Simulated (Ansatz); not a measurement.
# FeSi: properties at the relaxed cell

The task here is to estimate one member of a computed series from the others.

The COD entry's cell or inner coordinates are ideal or old and differ from later refinements, so a difference from it is no clean test against experiment.

Program: Ansatz 0.2.0. Level of theory: DFT PBE, scalar-relativistic, plane waves, PAW. These are calculated values, not measurements.

2 further runs of the same task are left out: 2 set aside as unsound or not needed.

## The starting structure

It takes space group P2_13 (No. 198, cubic). The conventional cell has a = 4.448 Å, b = 4.448 Å, c = 4.448 Å, α = 90.00°, β = 90.00°, γ = 90.00°. Around Fe (site symmetry 3) lie 7 Si at 2.27 to 2.50 Å. Si (site symmetry 3) has 7 Fe at 2.27 to 2.50 Å as nearest neighbours.

Coordinates:

```xyz
8
Lattice="4.4480 0.0000 0.0000 0.0000 4.4480 0.0000 0.0000 0.0000 4.4480" Properties=species:S:1:pos:R:3 pbc="T T T"
Fe    0.6049    0.6049    0.6049
Fe    1.6191    3.8431    2.8289
Fe    2.8289    1.6191    3.8431
Fe    3.8431    2.8289    1.6191
Si    3.7396    3.7396    3.7396
Si    2.9325    0.7085    1.5155
Si    1.5155    2.9325    0.7085
Si    0.7085    1.5155    2.9325
```

This cell was relaxed beforehand with the same method: volume 11.00 Å³/atom, gap on the mesh 0.17 eV.

The first run:

Contents of input.yaml:

```yaml
crystal:
  lattice:
    - [4.4480342307, 0.0, 0.0]
    - [0.0, 4.4480342307, 0.0]
    - [0.0, 0.0, 4.4480342307]
  atoms:
    - { symbol: Fe, position: [0.1359940311, 0.1359940311, 0.1359940311] }
    - { symbol: Fe, position: [0.3640059689, 0.8640059689, 0.6359940311] }
    - { symbol: Fe, position: [0.6359940311, 0.3640059689, 0.8640059689] }
    - { symbol: Fe, position: [0.8640059689, 0.6359940311, 0.3640059689] }
    - { symbol: Si, position: [0.8407200319, 0.8407200319, 0.8407200319] }
    - { symbol: Si, position: [0.6592799681, 0.1592799681, 0.3407200319] }
    - { symbol: Si, position: [0.3407200319, 0.6592799681, 0.1592799681] }
    - { symbol: Si, position: [0.1592799681, 0.3407200319, 0.6592799681] }
basis:
  ecutwfc: 420
kpoints:
  mp_grid: { grid: [8, 8, 8] }
  band_path:
    path:
      - [[0.0, 0.0, 0.0], [0.0, 0.5, 0.0], [0.5, 0.5, 0.0], [0.0, 0.0, 0.0], [0.5, 0.5, 0.5], [0.0, 0.5, 0.0]]
      - [[0.5, 0.5, 0.5], [0.5, 0.5, 0.0], [0.5, 0.0, 0.0]]
    npoints: 14
hamiltonian:
  xc: pbe
scf:
  occupations: { method: gaussian, width: 0.01 }
  n_extra_bands: 20
output:
  forces: true
  stress: true
  eigenvalues: true
  populations: true
  dos: { projected: true, de: 0.02, nscf_kmesh: { grid: [12, 12, 12] } }
  bader: true
  write_density: true
  write_potential: true
  elf: true
  volumetric_format: npy
```

Launch:

```console
> ansatz run input.yaml --threads 2 --pin off --max-ram 5120MiB --backend cpu --events-out ev --progress --plain --runs-dir out
```

Among the steps run: Bands, states and charges; Seeking the band edges over the whole zone; Eigenvalues a small step from each edge; Point at V/V0 = 0.97; Volume × 1.03; Point at V/V0 = 0.94; Point at V/V0 = 1.06.

One of the session's tables, all rows but one given; the rest of the session is left out.

It belongs to the step «Energy against volume». 

| volume (Å³/atom) | energy above the lowest point (meV/atom) | pressure (GPa) |
| --- | --- | --- |
| 10.341 | 30.3 | 15.61 |
| 10.671 | 7.1 | 7.12 |
| 11.001 | 0.0 | -0.02 |
| 11.331 | ? | ? |
| 11.661 | 24.1 | -11.01 |

Estimate the missing values for volume (Å³/atom) = 11.331.

Worked estimate for «energy above the lowest point (meV/atom)». A straight line through the neighbours (11.001, 0.0) and (11.661, 24.1) gives 0.0 + (24.1 − 0.0) × (11.331 − 11.001) / (11.661 − 11.001) = 12.1; a parabola fitted to 3 rows on both sides gives 5.7.

The run gave: energy above the lowest point (meV/atom): 6.4; pressure (GPa): -6.01. In «energy above the lowest point (meV/atom)» the line misses by +5.7 and the parabola by -0.7.

Limits of these values: Warnings in the runs' records: stress scf threshold loose.
